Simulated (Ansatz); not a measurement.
# CH7AlSi2: the cost of one run

Program: Ansatz 0.2.0. Level of theory: RKS PBE/STO-3G. These are calculated values, not measurements.

### 1 The system as given

Bond lengths: C1–Si2 1.810 Å, Si2–Al3 2.345 Å, Si2–Si4 2.259 Å, Al3–Si4 2.353 Å, C1–H5 1.159 Å, C1–H6 1.151 Å, C1–H7 1.120 Å, Si2–H8 1.427 Å, Al3–H9 1.665 Å, Si4–H10 1.421 Å, Si4–H11 1.478 Å. Angles (14 of 21 angles, heavy atoms first): C1–Si2–Al3 112.0°, C1–Si2–Si4 112.2°, Al3–Si2–Si4 61.4°, Si2–Al3–Si4 57.5°, Si2–Si4–Al3 61.1°, C1–Si2–H8 120.6°, Al3–Si2–H8 117.4°, Si4–Si2–H8 119.0°, Si2–C1–H5 110.8°, Si2–C1–H6 112.1°, Si2–C1–H7 113.4°, Si2–Al3–H9 152.2°, Si4–Al3–H9 150.3°, Si2–Si4–H10 114.7°.

As a file:

```xyz
11

C    -1.1771    1.2729   -0.2267
Si   -0.6813   -0.3765    0.3284
Al    1.4547   -0.3735    1.2968
Si    1.0486   -1.1977   -0.8696
H    -1.9699    1.2020   -1.0695
H    -1.6823    1.8779    0.6120
H    -0.3233    1.8887   -0.6100
H    -1.6440   -1.2838    0.8627
H     2.5057   -0.0398    2.5446
H     1.4965   -0.3530   -1.9207
H     1.0378   -2.6743   -0.9273
```

### 2 Relaxing the start

input.yaml

```yaml
crystal:
  periodic: [false, false, false]
  atoms:
    - { symbol: C, position_ang: [-1.1771, 1.2729, -0.2267] }
    - { symbol: Si, position_ang: [-0.6813, -0.3765, 0.3284] }
    - { symbol: Al, position_ang: [1.4547, -0.3735, 1.2968] }
    - { symbol: Si, position_ang: [1.0486, -1.1977, -0.8696] }
    - { symbol: H, position_ang: [-1.9699, 1.202, -1.0695] }
    - { symbol: H, position_ang: [-1.6823, 1.8779, 0.612] }
    - { symbol: H, position_ang: [-0.3233, 1.8887, -0.61] }
    - { symbol: H, position_ang: [-1.644, -1.2838, 0.8627] }
    - { symbol: H, position_ang: [2.5057, -0.0398, 2.5446] }
    - { symbol: H, position_ang: [1.4965, -0.353, -1.9207] }
    - { symbol: H, position_ang: [1.0378, -2.6743, -0.9273] }
basis:
  gaussian: { orbitals: STO-3G }
hamiltonian:
  xc: pbe
relax:
  f_tol: 0.02
  max_steps: 40
scf:
  lower_state_search: "off"
output:
  orbitals: {}
```

Launch:

```bash
ansatz run input.yaml --threads 1 --pin off --max-ram 2048MiB --backend cpu --events-out ev --progress --plain --runs-dir out
```

**Question.** How long does this run take on 1 thread of Arm Neoverse V1, shared host, and how much memory does it need?

About 21 s, with a peak of 0.12 GiB.
